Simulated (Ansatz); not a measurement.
# HF/3-21G run of GaSiH7O (SMILES [SiH3][OH+][GaH3-])

What is the electronic atomisation energy of GaSiH7O at HF/3-21G? 

The calculation is run with Ansatz 0.2.0.

67 further runs of the same task are left out: 1 that didn't finish, 66 set aside as unsound or not needed.

## (1) The molecule

GaSiH7O: 10 atoms, total charge 0, spin state singlet. As SMILES, `[SiH3][OH+][GaH3-]`. The coordinates come from a PBE0-D4/def2-TZVP relaxation.

Bond lengths: Si1–O2 1.685 Å, O2–Ga3 2.176 Å, Si1–H4 1.485 Å, Si1–H5 1.480 Å, Si1–H6 1.475 Å, O2–H7 0.960 Å, Ga3–H8 1.571 Å, Ga3–H9 1.583 Å, Ga3–H10 1.578 Å. Some angles: Si1–O2–Ga3 118.1°, Si1–O2–H7 117.7°, Ga3–O2–H7 112.1°, O2–Si1–H4 106.7°, O2–Si1–H5 110.5°, O2–Si1–H6 105.9°, O2–Ga3–H8 100.1°, O2–Ga3–H9 92.2°, O2–Ga3–H10 95.6°, H4–Si1–H5 110.0°.

## (2) The energy at HF/3-21G

The input, input.yaml:

```yaml
crystal:
  periodic: [false, false, false]
  atoms:
    - symbol: Si
      position_ang: [-0.484700, 0.680100, -1.289300]
    - symbol: O
      position_ang: [-0.772200, -0.233700, 0.097500]
    - symbol: Ga
      position_ang: [0.882100, -0.551000, 1.475200]
    - symbol: H
      position_ang: [-1.767100, 0.740000, -2.035000]
    - symbol: H
      position_ang: [0.556000, 0.040700, -2.124900]
    - symbol: H
      position_ang: [-0.069600, 2.013200, -0.814500]
    - symbol: H
      position_ang: [-1.323900, -1.014800, 0.010100]
    - symbol: H
      position_ang: [0.306600, 0.146600, 2.760300]
    - symbol: H
      position_ang: [1.885600, 0.253500, 0.552600]
    - symbol: H
      position_ang: [0.870300, -2.125600, 1.370900]
basis:
  gaussian:
    orbitals: 3-21G-spherical.json
accuracy: high
output: {orbitals: {seedname: orbitals}}
hamiltonian:
  xc: hf
```

The basis set 3-21G is read from a file made from the Basis Set Exchange's data (not shown).

On the command line:

```sh
ansatz run input.yaml --threads 1 --pin off --max-ram 3480MiB --events-out events.jsonl --progress --plain --runs-dir runs
```

The program printed:

```text
Warning: RAYON_NUM_THREADS=1 ignored (pool sized by the plan → 1); use --threads N
Functional definition: HF
  name "HF"
  exchange = exact_x
  correlation = 0
1198 factors; integrals over basis functions are off by at most 5.3e-9 eV
mean field evaluation 1: about -62033.1864 eV, gradient 2.6e1 eV
mean field evaluation 2: about -62033.4987 eV, gradient 2.7e1 eV
mean field evaluation 4: about -62035.0873 eV, gradient 2.2e0 eV
mean field evaluation 8: about -62035.1104 eV, gradient 5.4e-2 eV
mean field evaluation 16: about -62035.1104 eV, gradient 1.7e-8 eV
mean field -62035.11039189 eV, -2279.7482579940 hartree, gradient 1.7e-8 eV, S^2 0.000000; 0 other end points of the search recorded, 0 dependent functions left out
reference -62035.11039189 eV, -2279.7482579940 hartree; 30, 30 occupied and 28, 28 virtual orbitals, 1198 factors
Total energy: -62035.11039189 eV, -2279.7482579940 hartree
```

Run time: 0.97 s. Hardware: 1 thread of Arm Neoverse V1, shared host; peak memory 0.13 GiB.

## (3) The Ga atom, same level

The input, molecule.yaml:

```yaml
crystal:
  periodic: [false, false, false]
  atoms:
    - {symbol: Ga, position_ang: [0.000000, 0.000000, 0.000000]}
basis:
  gaussian: {orbitals: 3-21G-spherical.json}
magnetization: {spin_polarized: true, initial_magnetization: 1}
hamiltonian: {xc: hf}
accuracy: high
```

The basis set 3-21G is read from a file made from the Basis Set Exchange's data (not shown).

Run the same way, it converges to -1913.79018 Eh (log not shown).

## (4) The H atom at the same level

The input, in.yaml:

```yaml
crystal:
  periodic: [false, false, false]
  atoms:
    - symbol: H
      position_ang: [0.000000, 0.000000, 0.000000]
basis:
  gaussian: {orbitals: 3-21G.json}
magnetization: {spin_polarized: true, initial_magnetization: 1}
hamiltonian: {xc: hf}
accuracy: high
```

The basis set 3-21G is read from a file made from the Basis Set Exchange's data (not shown).

Run the same way, it converges to -0.49620 Eh (log not shown).

## (5) The O atom at the same level

The input, job.yaml:

```yaml
crystal:
  periodic: [false, false, false]
  atoms:
    - {symbol: O, position_ang: [0.000000, 0.000000, 0.000000]}
basis:
  gaussian:
    orbitals: 3-21G.json
magnetization:
  spin_polarized: true
  initial_magnetization: 2
hamiltonian:
  xc: hf
accuracy: high
```

The basis set 3-21G is read from a file made from the Basis Set Exchange's data (not shown).

Run the same way, it converges to -74.39366 Eh (log not shown).

## (6) The Si atom, same level

The input, in.yaml:

```yaml
crystal:
  periodic: [false, false, false]
  atoms:
    - {symbol: Si, position_ang: [0.000000, 0.000000, 0.000000]}
basis:
  gaussian:
    orbitals: 3-21G.json
hamiltonian:
  xc: hf
accuracy: high
magnetization:
  spin_polarized: true
  initial_magnetization: 2
```

The basis set 3-21G is read from a file made from the Basis Set Exchange's data (not shown).

Run the same way, it converges to -287.34443 Eh (log not shown).

## (7) What came out

At HF/3-21G:

| quantity | value |
| --- | --- |
| molecule: total energy | -2279.74826 Eh |
| molecule: HOMO energy | -10.54 eV |
| molecule: LUMO energy | 2.67 eV |
| molecule: HOMO–LUMO gap | 13.22 eV |
| Ga atom: total energy | -1913.79018 Eh |
| Ga atom: ⟨S²⟩ | 0.750 |
| H atom: total energy | -0.49620 Eh |
| H atom: ⟨S²⟩ | 0.750 |
| O atom: total energy | -74.39366 Eh |
| O atom: ⟨S²⟩ | 2.001 |
| Si atom: total energy | -287.34443 Eh |
| Si atom: ⟨S²⟩ | 2.000 |
| electronic atomisation energy | 20.316 eV |

What this shows: Taking the molecule apart into free atoms costs 20.32 eV (1960 kJ/mol), before zero-point energy and without spin-orbit coupling. Hartree–Fock lacks the correlation of the bonding pairs, which as a rule makes this value much too low; in minimal bases other errors can mask that. The basis has no polarisation functions, which makes bonds too weak.
